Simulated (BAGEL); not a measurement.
# ScHOF2 (SMILES [OH][Sc]([F])[F]): HF/def2-SVP (density fitting with qzvpp-jkfit)

Aim: the vertical singlet–triplet gap of ScHOF2 at HF/def2-SVP (density fitting with qzvpp-jkfit), from 2 runs. 

The calculation is run with BAGEL 1.2.2.

3 further runs of the same task are left out: 1 that didn't finish, 2 set aside as unsound or not needed.

## 1. The molecule

ScHOF2 has 5 atoms, charge 0, and is taken as a singlet. As SMILES, `[OH][Sc]([F])[F]`. The coordinates come from a PBE0-D4/def2-TZVP relaxation. This is one conformer, not always the lowest.

Bond lengths: O1–Sc2 1.852 Å, Sc2–F3 1.847 Å, Sc2–F4 1.847 Å, O1–H5 0.952 Å. Angles: O1–Sc2–F3 120.7°, O1–Sc2–F4 120.7°, F3–Sc2–F4 118.6°, Sc2–O1–H5 179.9°.

## 2. A single-point energy at HF/def2-SVP (density fitting with qzvpp-jkfit)

Contents of hf.json:

```json
{ "bagel": [

{
  "title": "molecule",
  "basis": "svp",
  "df_basis": "qzvpp-jkfit",
  "angstrom": "true",
  "geometry": [
    { "atom": "O", "xyz": [   -0.378000,    1.190600,   -0.292600 ] },
    { "atom": "Sc", "xyz": [    0.175400,   -0.529500,    0.112900 ] },
    { "atom": "F", "xyz": [    1.563500,   -0.818700,    1.296800 ] },
    { "atom": "F", "xyz": [   -0.649300,   -1.991500,   -0.658200 ] },
    { "atom": "H", "xyz": [   -0.661800,    2.075600,   -0.500500 ] }
  ]
},
{
  "title": "hf"
},
{
  "title": "print",
  "file": "orbitals.molden",
  "orbitals": "true"
}

]}
```

The run is started by

```
$ BAGEL_NUM_THREADS=1 BAGEL hf.json > hf.out
```

Standard output:

```text
* using 1 threads per process

  ===============================================================
  ===============================================================

  *** Geometry ***

  { "atom" : "O", "xyz" : [     -0.714316,      2.249908,     -0.552934 ] },
  { "atom" : "Sc", "xyz" : [      0.331458,     -1.000610,      0.213350 ] },
  { "atom" : "F", "xyz" : [      2.954587,     -1.547119,      2.450597 ] },
  { "atom" : "F", "xyz" : [     -1.226999,     -3.763390,     -1.243818 ] },
  { "atom" : "H", "xyz" : [     -1.250621,      3.922316,     -0.945808 ] },

  Number of auxiliary basis functions:      513

  Since a DF basis is specified, we compute 2- and 3-index integrals:
    o Being stored without compression. Storage requirement is 0.025 GB

  Number of basis functions:       78
  Number of electrons      :       48

    * METHOD: MOLECULE                             0.31

  *** RHF ***

  === Nuclear Repulsion ===
   204.2399948382

      * DIIS with orbital gradients will be used.

  === RHF iteration (svp) ===
      0      -1033.58223286          0.02967845           0.08
      1      -1033.77591766          0.02380004           0.07
      2      -1034.00977767          0.00085240           0.07
      3      -1034.01024244          0.00021302           0.07
      4      -1034.01028124          0.00004723           0.07
      5      -1034.01028373          0.00001722           0.07
      6      -1034.01028401          0.00000892           0.07
      7      -1034.01028409          0.00000218           0.07
      8      -1034.01028409          0.00000067           0.08
      9      -1034.01028409          0.00000025           0.08
     10      -1034.01028409          0.00000010           0.07
     11      -1034.01028409          0.00000003           0.07
     12      -1034.01028409          0.00000001           0.07
    * SCF iteration converged.

    * Permanent dipole moment:
           (    0.309275,    -0.963615,     0.226539) a.u.

    * METHOD: HF                                   1.15

    * METHOD: PRINT                                0.02

  ===============================================================
```

Run time: 1.6 s. Hardware: 1 thread of Arm Neoverse V1, shared host; peak memory 0.12 GiB.

## 3. The triplet at the same level

Contents of job.json:

```json
{ "bagel": [

{
  "title": "molecule",
  "basis": "svp",
  "df_basis": "qzvpp-jkfit",
  "angstrom": true,
  "geometry": [
    { "atom": "O", "xyz": [      -0.378000,       1.190600,      -0.292600 ] },
    { "atom": "Sc", "xyz": [       0.175400,      -0.529500,       0.112900 ] },
    { "atom": "F", "xyz": [       1.563500,      -0.818700,       1.296800 ] },
    { "atom": "F", "xyz": [      -0.649300,      -1.991500,      -0.658200 ] },
    { "atom": "H", "xyz": [      -0.661800,       2.075600,      -0.500500 ] }
  ]
},

{
  "title": "uhf",
  "nopen": 2
},

{
  "title": "print",
  "file": "orbitals.molden",
  "orbitals": true
}

]}
```

The run is started by

```
$ BAGEL_NUM_THREADS=1 BAGEL job.json > job.out
```

Standard output:

```text
* using 1 threads per process

  ===============================================================
  ===============================================================

  *** Geometry ***

  { "atom" : "O", "xyz" : [     -0.714316,      2.249908,     -0.552934 ] },
  { "atom" : "Sc", "xyz" : [      0.331458,     -1.000610,      0.213350 ] },
  { "atom" : "F", "xyz" : [      2.954587,     -1.547119,      2.450597 ] },
  { "atom" : "F", "xyz" : [     -1.226999,     -3.763390,     -1.243818 ] },
  { "atom" : "H", "xyz" : [     -1.250621,      3.922316,     -0.945808 ] },

  Number of auxiliary basis functions:      513

  Since a DF basis is specified, we compute 2- and 3-index integrals:
    o Being stored without compression. Storage requirement is 0.025 GB

  Number of basis functions:       78
  Number of electrons      :       48

    * METHOD: MOLECULE                             0.28

  *** Open-shell HF ***

  === Nuclear Repulsion ===
   204.2399948382

      * DIIS with orbital gradients will be used.

  === UHF iteration (svp) ===
      0      -1033.48543285          0.04725836           0.14
      1      -1033.63300966          0.04067550           0.14
      2      -1033.73024922          0.02707004           0.14
      3      -1033.82141936          0.00149548           0.13
      4      -1033.82497856          0.00110844           0.14
      5      -1033.82680764          0.00076122           0.14
      6      -1033.82853839          0.00021673           0.13
      7      -1033.82859685          0.00011325           0.14
      8      -1033.82862664          0.00002358           0.14
      9      -1033.82862768          0.00000824           0.13
     10      -1033.82862785          0.00000443           0.13
     11      -1033.82862790          0.00000200           0.15
     12      -1033.82862793          0.00000121           0.14
     13      -1033.82862793          0.00000046           0.14
     14      -1033.82862793          0.00000028           0.14
     15      -1033.82862793          0.00000012           0.14
     16      -1033.82862793          0.00000004           0.14
     17      -1033.82862793          0.00000001           0.15
     18      -1033.82862793          0.00000000           0.15
    * SCF iteration converged.

    * S^2 (UHF) is 2.0063

    * Permanent dipole moment:
           (    1.071694,    -3.333248,     0.785221) a.u.

    * METHOD: UHF                                  2.86

    * METHOD: PRINT                                0.02

  ===============================================================
```

Run time: 3.3 s. Hardware: 1 thread of Arm Neoverse V1, shared host; peak memory 0.12 GiB.

## 4. Summary of results

At HF/def2-SVP (density fitting with qzvpp-jkfit):

| quantity | value |
| --- | --- |
| singlet: total energy | -1034.01028 Eh |
| singlet: dipole moment | 2.64 D |
| singlet: HOMO energy | -13.49 eV |
| singlet: LUMO energy | 0.62 eV |
| singlet: HOMO–LUMO gap | 14.12 eV |
| triplet: total energy | -1033.82863 Eh |
| triplet: dipole moment | 9.12 D |
| triplet: ⟨S²⟩ | 2.006 |
| vertical energy of the triplet above the singlet | 4.943 eV |

What this shows: At this shape the triplet lies 4.94 eV (477 kJ/mol) above the singlet.
